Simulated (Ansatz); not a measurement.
# Ir: the cost of one run

Method: DFT r2SCAN, scalar-relativistic, plane waves, PAW, in Ansatz 0.2.0.

2 further runs of the same task are left out: 2 set aside as unsound or not needed. Runs told in other sessions of the task aren't counted.

## 1. Starting point

The structure is cubic, space group Fm-3m (No. 225). The conventional cell has a = 3.844 Å, b = 3.844 Å, c = 3.844 Å, α = 90.00°, β = 90.00°, γ = 90.00°. Ir (site symmetry m-3m) has 12 Ir at 2.72 Å in its first shell of neighbours.

Structure file:

```
Ir
1.0
     0.00000    1.92211    1.92211
     1.92211    0.00000    1.92211
     1.92211    1.92211    0.00000
Ir
1
Direct
  0.00000 0.00000 0.00000
```

This cell was relaxed beforehand with the same method: volume 14.20 Å³/atom, gap on the mesh none (metal).

## 2. Zero of the scan

input.yaml

```yaml
crystal:
  lattice:
    - [0.0, 1.9221147239, 1.9221147239]
    - [1.9221147239, 0.0, 1.9221147239]
    - [1.9221147239, 1.9221147239, 0.0]
  atoms:
    - { symbol: Ir, position: [0.0, 0.0, 0.0] }
basis:
  ecutwfc: 500
kpoints:
  mp_grid: { grid: [26, 26, 26] }
hamiltonian:
  xc: r2scan
scf:
  occupations: { method: gaussian, width: 0.15 }
output:
  forces: true
  stress: true
  eigenvalues: true
```

The run is started by

```sh
$ ansatz run input.yaml --threads 1 --pin off --max-ram 2560MiB --backend cpu --events-out ev --progress --plain --runs-dir out
```

Q: Estimate wall time and peak memory on 1 thread of Arm Neoverse V1, shared host.

About 12 s, with a peak of 0.4 GiB.
